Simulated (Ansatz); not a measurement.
# AlGeH5O (SMILES [OH][GeH2][AlH2]): one structure at several levels

One table from this session's results is given with a row withheld; the runs are named, their logs left out.

Computed with Ansatz 0.2.0, Gaussian basis. Level: single points in def2-TZVPP.

Cores are frozen in the correlated methods. Filled d shells of the heavier atoms are correlated. B3LYP uses VWN-RPA correlation.

## The system as given

8 atoms, charge 0, spin multiplicity 1.

Atoms are counted from 1 here; the program's logs count them from 0.

Bond lengths: O1–Ge2 1.776 Å, O1–H4 0.956 Å, Ge2–Al3 2.465 Å, Ge2–H5 1.549 Å, Ge2–H6 1.511 Å, Al3–H7 1.566 Å, Al3–H8 1.531 Å. Angles: Ge2–O1–H4 120.1°, O1–Ge2–Al3 118.5°, O1–Ge2–H5 105.0°, O1–Ge2–H6 97.1°, Al3–Ge2–H5 106.4°, Al3–Ge2–H6 124.9°, H5–Ge2–H6 102.6°, Ge2–Al3–H7 115.1°, Ge2–Al3–H8 126.3°, H7–Al3–H8 118.5°.

As a file:

```xyz
8
AlGeH5O
O    -1.81160    0.77710   -0.66300
Ge   -0.16190    0.84010   -0.00740
Al    0.94160   -1.27630    0.60700
H    -2.06880    0.06500   -1.24660
H     0.69450    1.46720   -1.13590
H    -0.37760    2.00540    0.92940
H     2.49500   -1.29710    0.40840
H     0.24870   -2.55550    1.08500
```

Set-up of the first run:

run/in.yaml

```yaml
crystal:
  periodic: [false, false, false]
  atoms:
    - {symbol: O, position_ang: [-1.811600, 0.777100, -0.663000]}
    - {symbol: Ge, position_ang: [-0.161900, 0.840100, -0.007400]}
    - {symbol: Al, position_ang: [0.941600, -1.276300, 0.607000]}
    - {symbol: H, position_ang: [-2.068800, 0.065000, -1.246600]}
    - {symbol: H, position_ang: [0.694500, 1.467200, -1.135900]}
    - {symbol: H, position_ang: [-0.377600, 2.005400, 0.929400]}
    - {symbol: H, position_ang: [2.495000, -1.297100, 0.408400]}
    - {symbol: H, position_ang: [0.248700, -2.555500, 1.085000]}
basis:
  gaussian: {orbitals: def2-TZVPP}
correlation: {method: ccsd_t}
output: {forces: true}
```

The command line of these runs was not kept.

Steps of the session up to this table: CCSD(T)/def2-TZVPP; PBE0-D4/def2-TZVPP; wB97M-V/def2-TZVPP; r2SCAN-D4/def2-TZVPP; PBE-D4/def2-TZVPP; B97M-V/def2-TZVPP; B3LYP-D4/def2-TZVPP.

One of the session's tables, all rows but one given; the rest of the session is left out.

| method | RMS force component (eV/Å) | angle to CCSD(T) forces (°) | dipole (D) |
| --- | --- | --- | --- |
| CCSD(T) | 0.331 | reference | 1.94 |
| PBE0-D4 | 0.330 | 10.1 | 1.89 |
| wB97M-V | 0.306 | 8.0 | 2.01 |
| r2SCAN-D4 | 0.323 | 9.9 | 1.84 |
| PBE-D4 | 0.423 | 28.4 | 1.73 |
| B97M-V | 0.314 | 13.9 | 1.70 |
| B3LYP-D4 | ? | ? | ? |

Q: Estimate the row for B3LYP-D4 from the others.

As computed: RMS force component (eV/Å): 0.341; angle to CCSD(T) forces (°): 13.0; dipole (D): 1.94. In the column «RMS force component (eV/Å)» it lies between CCSD(T) (0.331) and PBE-D4 (0.423).
